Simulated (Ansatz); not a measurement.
# BGeHP: the cost of one run

Computed with Ansatz 0.2.0, Gaussian basis. Level: cc-pVTZ, core rule «outside noble gas», up to 20 orbitals frozen.

The runs, in order: UHF; CCSD(T) on RHF; CCSD(T) on UHF; BCCD(T) on RHF; CCSDT(Q) on RHF; CCSDT(Q) on UHF.

3 further runs of the same task are left out: 3 set aside as unsound or not needed. Runs told in other sessions of the task aren't counted.

## 1. What is computed

The geometry is a PBE0/def2-TZVP stationary point (not a proven minimum) of the parent state, kept for this charge and spin. No spin-orbit coupling is included. The filled d shell of Ge may be among the frozen orbitals whatever the setting's name suggests.

4 atoms, charge 1, spin multiplicity 1.

Atoms are counted from 1 here; the program's logs count them from 0.

Bond lengths: B1–Ge2 1.915 Å, B1–H4 1.182 Å, Ge2–P3 2.037 Å. Angles: Ge2–B1–H4 148.7°, B1–Ge2–P3 165.4°.

## 2. UHF

File in.yaml:

```yaml
crystal:
  periodic: [false, false, false]
  atoms:
    - {symbol: B, position_ang: [0.000018, -0.243966, 1.173147]}
    - {symbol: Ge, position_ang: [0.000018, 0.105928, -0.709609]}
    - {symbol: P, position_ang: [0.000010, -0.038223, -2.741853]}
    - {symbol: H, position_ang: [-0.000047, 0.176261, 2.278315]}
basis:
  gaussian: {orbitals: cc-pVTZ}
total_charge: 1
magnetization: {spin_polarized: true, initial_magnetization: 0}
hamiltonian: {xc: hf}
output: {orbitals: {seedname: orbitals}}
```

Started as:

```console
ansatz run in.yaml --threads 1 --pin off --events-out ev --progress --plain --max-ram 4096MiB --backend cpu
```

What time and memory should one allow on 1 thread of AMD EPYC 7R13, shared host?

About 37 s, with a peak of 0.48 GiB.
